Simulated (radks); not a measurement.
# Shell filling in a hard-walled sphere of radius 1.47 bohr*, with a point charge of +2 at the centre, N = 30 to 33

Which level does each new electron take in a hard-walled sphere of radius 1.47 bohr*, with a point charge of +2 at the centre, and at which counts is the dot hardest to charge further? Each count tries a few candidate levels and keeps the lowest.

Program: radks, version 2. Model: non-relativistic spin-polarised Kohn-Sham, exchange-only LDA, spherically averaged shells. All values are calculated.

## Step 1: The system

| Quantity | Value |
| --- | --- |
| well | a hard-walled sphere of radius 1.47 bohr*, with a point charge of +2 at the centre |
| functional | exchange-only LDA |
| levels | named by radial order: 1s, 1p, 1d, 2s, 1f and so on |
| units | effective atomic units, hartree* and bohr* |
| configuration carried in | 1s2 1p6 1d10 2s2 1f(up 7, down 2) (N = 29, energy 527.048691) |

The runs that follow: 30 electrons; Electron number 31; 32 electrons; N = 33.

What does the calculation give? Wanted: closed shells at N; most unpaired electrons; configuration at N = 33.

As calculated:

| quantity | value |
| --- | --- |
| closed shells at N | none in this range |
| most unpaired electrons | 4 at N = 30 |
| configuration at N = 33 | 1s2 1p6 1d10 2s2 1f(up 7, down 6) |

What this shows: No shell closes in this range. Up to 4 electrons are unpaired (N = 30), since exchange favours parallel spins. The model keeps every shell spherical, so real clusters and dots, which can deform, may order levels otherwise.
